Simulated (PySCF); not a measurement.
# [Hf2]+: how settings move a single point

Aim: repeat the single point on relaxed [Hf2]+ with altered settings, some of them bad on purpose. It is a constructed species; whether it can be made isn't addressed.

Program: PySCF 2.14.0. Level of theory: BP86, Hf def2-SVP with ECP60; scalar-relativistic core potentials, no spin–orbit coupling. These are calculated values, not measurements.

3 further runs of the same task are left out: 2 for a known fault of the program, 1 that didn't finish.

### 1 The starting structure

2 atoms, charge 1, spin multiplicity 2.

Bond lengths: Hf1–Hf2 2.393 Å.

Geometry (Å):

```xyz
2

Hf    0.0000    0.0000    1.1965
Hf    0.0000    0.0000   -1.1965
```

An earlier session relaxed this geometry at BP86, Hf def2-SVP with ECP60 (doublet, point group D∞h).

The sound run used a (50, 194) grid (finer on f atoms), a threshold of 1e-8 and at most 55 cycles, and ended at -95.736186 Eh.

### 2 Try 1

The input, run.py (the lines that set the calculation):

```python
mol = gto.M(atom='''
Hf     0.00000     0.00000     1.19648
Hf     0.00000     0.00000    -1.19648''',
    basis={'Hf': 'def2-SVP'},
    ecp={'Hf': 'def2-SVP'},
    charge=1, spin=1)
mf = dft.UKS(mol, xc='B88,P86')
mf.grids.atom_grid = (50, 194)
mf = mf.density_fit()  # fitting sets: Hf def2-universal-JKFIT
mf.conv_tol = 1e-08; mf.max_cycle = 55
mf.kernel(dm0)  # dm0: smeared density
```

On the command line:

```
$ OMP_NUM_THREADS=2 python run.py
```

The program printed:

```text
init E= -95.6155014138438
  HOMO = -0.340736715499  LUMO = -0.328624339277  gap/eV = 0.32959
cycle= 1 E= -95.7225266835693  delta_E= -0.107  |g|= 0.134  |ddm|=  1.3
  HOMO = -0.281631708345  LUMO = -0.27159860837  gap/eV = 0.27301
cycle= 2 E= -95.6577374401829  delta_E= 0.0648  |g|= 0.292  |ddm|= 3.39
  HOMO = -0.321112776049  LUMO = -0.294751089697  gap/eV = 0.71734
cycle= 3 E= -95.7348464112483  delta_E= -0.0771  |g|= 0.0372  |ddm|= 3.36
  HOMO = -0.314805476367  LUMO = -0.284825535623  gap/eV = 0.81580
cycle= 4 E= -95.7360290262458  delta_E= -0.00118  |g|= 0.0154  |ddm|= 0.101
  HOMO = -0.316453682263  LUMO = -0.285969149128  gap/eV = 0.82953
cycle= 5 E= -95.7361686379734  delta_E= -0.00014  |g|= 0.00398  |ddm|= 0.0296
  HOMO = -0.315530684494  LUMO = -0.285650793394  gap/eV = 0.81307
cycle= 6 E= -95.7361266924805  delta_E= 4.19e-05  |g|= 0.00919  |ddm|= 0.0216
  HOMO = -0.315483671751  LUMO = -0.285638905363  gap/eV = 0.81212
cycle= 7 E= -95.7361854030716  delta_E= -5.87e-05  |g|= 0.000408  |ddm|= 0.0154
  HOMO = -0.315535705226  LUMO = -0.285690964899  gap/eV = 0.81212
cycle= 8 E= -95.7361855296549  delta_E= -1.27e-07  |g|= 2.86e-05  |ddm|= 0.000874
  HOMO = -0.315530783589  LUMO = -0.285690843225  gap/eV = 0.81199
cycle= 9 E= -95.7361855305453  delta_E= -8.9e-10  |g|= 4.96e-06  |ddm|= 9.78e-05
  HOMO = -0.315529749687  LUMO = -0.285690726003  gap/eV = 0.81196
Extra cycle  E= -95.7361855305355  delta_E= 9.83e-12  |g|= 7.89e-06  |ddm|= 2.28e-05
converged SCF energy = -95.7361855305355  <S^2> = 0.75040134  2S+1 = 2.0004013
```

Wall time 1.8 s (2 threads of Arm Neoverse V1, shared host).

Changed: the starting guess (smeared density). It converges in 9 cycles, at the sound run's energy within 0.001 eV, with a largest force component of 0.00 eV/Å. The result survives the change.

### 3 Try 2

run.py (the lines that set the calculation): that of step 2 with these lines changed.

```diff
@@ -7,5 +7,5 @@
 mf = dft.UKS(mol, xc='B88,P86')
-mf.grids.atom_grid = (50, 194)
+mf.grids.atom_grid = (99, 590)
 mf = mf.density_fit()  # fitting sets: Hf def2-universal-JKFIT
 mf.conv_tol = 1e-08; mf.max_cycle = 55
-mf.kernel(dm0)  # dm0: smeared density
+mf.kernel(dm0)  # dm0: free metal ions and neutral atoms
```

On the command line:

```
$ OMP_NUM_THREADS=2 python run.py
```

The program printed:

```text
init E= -94.2407138025168
  HOMO = -0.520865058339  LUMO = -0.513954372792  gap/eV = 0.18805
cycle= 1 E= -95.3549698060567  delta_E= -1.11  |g|= 0.699  |ddm|= 2.74
cycle= 2 E= -94.2789061551021  delta_E= 1.08  |g|= 1.26  |ddm|= 6.49
  HOMO = -0.331630055407  LUMO = -0.318015758612  gap/eV = 0.37046
cycle= 3 E= -95.7270783088053  delta_E= -1.45  |g|= 0.0492  |ddm|= 6.15
  HOMO = -0.308394635461  LUMO = -0.287069557985  gap/eV = 0.58028
cycle= 4 E= -95.7348490855642  delta_E= -0.00777  |g|= 0.032  |ddm|= 0.624
  HOMO = -0.310586143194  LUMO = -0.282690335133  gap/eV = 0.75908
cycle= 5 E= -95.7359414001115  delta_E= -0.00109  |g|= 0.0109  |ddm|= 0.0844
  HOMO = -0.315869553567  LUMO = -0.285869528662  gap/eV = 0.81634
cycle= 6 E= -95.7361440236097  delta_E= -0.000203  |g|= 0.00573  |ddm|= 0.06
  HOMO = -0.315731514452  LUMO = -0.285846695287  gap/eV = 0.81321
cycle= 7 E= -95.7362074757657  delta_E= -6.35e-05  |g|= 0.0015  |ddm|= 0.0319
  HOMO = -0.315463380372  LUMO = -0.285652892483  gap/eV = 0.81118
cycle= 8 E= -95.7362235649186  delta_E= -1.61e-05  |g|= 0.000831  |ddm|= 0.0196
  HOMO = -0.315483469723  LUMO = -0.285675323159  gap/eV = 0.81112
cycle= 9 E= -95.7362301989074  delta_E= -6.63e-06  |g|= 0.000326  |ddm|= 0.0171
  HOMO = -0.31551199657  LUMO = -0.285691992252  gap/eV = 0.81144
cycle= 10 E= -95.7362309876311  delta_E= -7.89e-07  |g|= 2.15e-05  |ddm|= 0.0077
  HOMO = -0.31551411354  LUMO = -0.285695441754  gap/eV = 0.81141
cycle= 11 E= -95.736230988782  delta_E= -1.15e-09  |g|= 1.23e-05  |ddm|= 0.000287
  HOMO = -0.315515126443  LUMO = -0.285696182531  gap/eV = 0.81141
Extra cycle  E= -95.7362309831203  delta_E= 5.66e-09  |g|= 9.12e-05  |ddm|= 0.000167
converged SCF energy = -95.7362309831203  <S^2> = 0.7504013  2S+1 = 2.0004013
```

It took 3 s on 2 threads of Arm Neoverse V1, shared host.

Changed: the integration grid, to (99, 590). It converges in 11 cycles, -0.001 eV from the sound run, with a largest force component of 0.00 eV/Å. The result survives the change.

### 4 Try 3

run.py (the lines that set the calculation): that of step 3 with these lines changed.

```diff
@@ -7,5 +7,5 @@
 mf = dft.UKS(mol, xc='B88,P86')
-mf.grids.atom_grid = (99, 590)
+mf.grids.atom_grid = (50, 194)
 mf = mf.density_fit()  # fitting sets: Hf def2-universal-JKFIT
-mf.conv_tol = 1e-08; mf.max_cycle = 55
+mf.conv_tol = 0.001; mf.max_cycle = 55
 mf.kernel(dm0)  # dm0: free metal ions and neutral atoms
```

On the command line:

```
$ OMP_NUM_THREADS=2 python run.py
```

The program printed:

```text
init E= -94.240656023387
  HOMO = -0.520869089559  LUMO = -0.513958900172  gap/eV = 0.18804
cycle= 1 E= -95.3549301368236  delta_E= -1.11  |g|= 0.699  |ddm|= 2.74
cycle= 2 E= -94.2807904905783  delta_E= 1.07  |g|= 1.26  |ddm|= 6.51
  HOMO = -0.331528507575  LUMO = -0.317897338774  gap/eV = 0.37092
cycle= 3 E= -95.7270165436582  delta_E= -1.45  |g|= 0.0491  |ddm|= 6.17
  HOMO = -0.308406533837  LUMO = -0.287132183428  gap/eV = 0.57890
cycle= 4 E= -95.7347955393579  delta_E= -0.00778  |g|= 0.032  |ddm|= 0.625
  HOMO = -0.310587243929  LUMO = -0.282722177458  gap/eV = 0.75825
cycle= 5 E= -95.7358940387508  delta_E= -0.0011  |g|= 0.0109  |ddm|= 0.0847
  HOMO = -0.315880256608  LUMO = -0.285860397069  gap/eV = 0.81688
cycle= 6 E= -95.7360980452249  delta_E= -0.000204  |g|= 0.00575  |ddm|= 0.0601
  HOMO = -0.314505713631  LUMO = -0.285167268844  gap/eV = 0.79834
Extra cycle  E= -95.7361525700373  delta_E= -5.45e-05  |g|= 0.00374  |ddm|= 0.0335
converged SCF energy = -95.7361525700373  <S^2> = 0.75113907  2S+1 = 2.0011387
```

Wall time 1.6 s (2 threads of Arm Neoverse V1, shared host).

Changed: the SCF threshold (0.001). It converges in 6 cycles, +0.001 eV from the sound run, with a largest force component of 0.02 eV/Å. The result survives the change.

### 5 Try 4

run.py (the lines that set the calculation): that of step 4 with these lines changed.

```diff
@@ -7,5 +7,5 @@
 mf = dft.UKS(mol, xc='B88,P86')
-mf.grids.atom_grid = (50, 194)
+mf.grids.atom_grid = (15, 26)
 mf = mf.density_fit()  # fitting sets: Hf def2-universal-JKFIT
-mf.conv_tol = 0.001; mf.max_cycle = 55
+mf.conv_tol = 1e-08; mf.max_cycle = 55
 mf.kernel(dm0)  # dm0: free metal ions and neutral atoms
```

On the command line:

```
$ OMP_NUM_THREADS=2 python run.py
```

The program printed:

```text
init E= -94.3373755570123
  HOMO = -0.534471881702  LUMO = -0.527438344493  gap/eV = 0.19139
cycle= 1 E= -95.4472943098675  delta_E= -1.11  |g|= 0.712  |ddm|= 2.76
  HOMO = -0.136950103983  LUMO = -0.135464211466  gap/eV = 0.04043
cycle= 2 E= -94.522924584163  delta_E= 0.924  |g|= 1.24  |ddm|= 6.36
  HOMO = -0.329263452861  LUMO = -0.321953270589  gap/eV = 0.19892
cycle= 3 E= -95.8150613805126  delta_E= -1.29  |g|= 0.0991  |ddm|= 5.97
  HOMO = -0.322992558701  LUMO = -0.313851362632  gap/eV = 0.24874
cycle= 4 E= -95.8264071016733  delta_E= -0.0113  |g|= 0.117  |ddm|= 1.22
  HOMO = -0.309604596979  LUMO = -0.289930927892  gap/eV = 0.53535
cycle= 5 E= -95.8427324669855  delta_E= -0.0163  |g|= 0.0409  |ddm|= 0.306
  HOMO = -0.316762349303  LUMO = -0.285265465233  gap/eV = 0.85707
cycle= 6 E= -95.8445915484195  delta_E= -0.00186  |g|= 0.0227  |ddm|= 0.102
  HOMO = -0.322666377032  LUMO = -0.286108413006  gap/eV = 0.99479
cycle= 7 E= -95.8453707064573  delta_E= -0.000779  |g|= 0.00185  |ddm|= 0.11
  HOMO = -0.321835247104  LUMO = -0.285640764  gap/eV = 0.98490
cycle= 8 E= -95.8453746124077  delta_E= -3.91e-06  |g|= 0.000209  |ddm|= 0.00532
  HOMO = -0.321787103763  LUMO = -0.285598826623  gap/eV = 0.98473
cycle= 9 E= -95.8453746534725  delta_E= -4.11e-08  |g|= 6.91e-05  |ddm|= 0.000702
  HOMO = -0.321796181983  LUMO = -0.285598620948  gap/eV = 0.98499
cycle= 10 E= -95.8453746599647  delta_E= -6.49e-09  |g|= 1.22e-05  |ddm|= 0.000232
  HOMO = -0.321793230269  LUMO = -0.285596115558  gap/eV = 0.98497
Extra cycle  E= -95.8453746600279  delta_E= -6.32e-11  |g|= 1.21e-05  |ddm|= 5.84e-05
converged SCF energy = -95.8453746600279  <S^2> = 0.75037201  2S+1 = 2.000372
```

It took 1.6 s on 2 threads of Arm Neoverse V1, shared host.

Changed: the integration grid, to (15, 26). It converges in 10 cycles, -2.971 eV from the sound run, with a largest force component of 2.79 eV/Å. The setting is unsound, so these numbers aren't the compound's.

### 6 Results

| run | changed | ending | energy change (eV) | cycles | time | usable |
| --- | --- | --- | --- | --- | --- | --- |
| 1 | the starting guess | converged | 0.000 | 9 | 1.8 s | yes |
| 2 | the integration grid | converged | -0.001 | 11 | 3 s | yes |
| 3 | the SCF threshold | converged | +0.001 | 6 | 1.6 s | yes |
| 4 | the integration grid | converged | -2.971 | 10 | 1.6 s | no |

3 of 4 altered runs give a usable result. 1 ended normally with numbers unfit to quote.
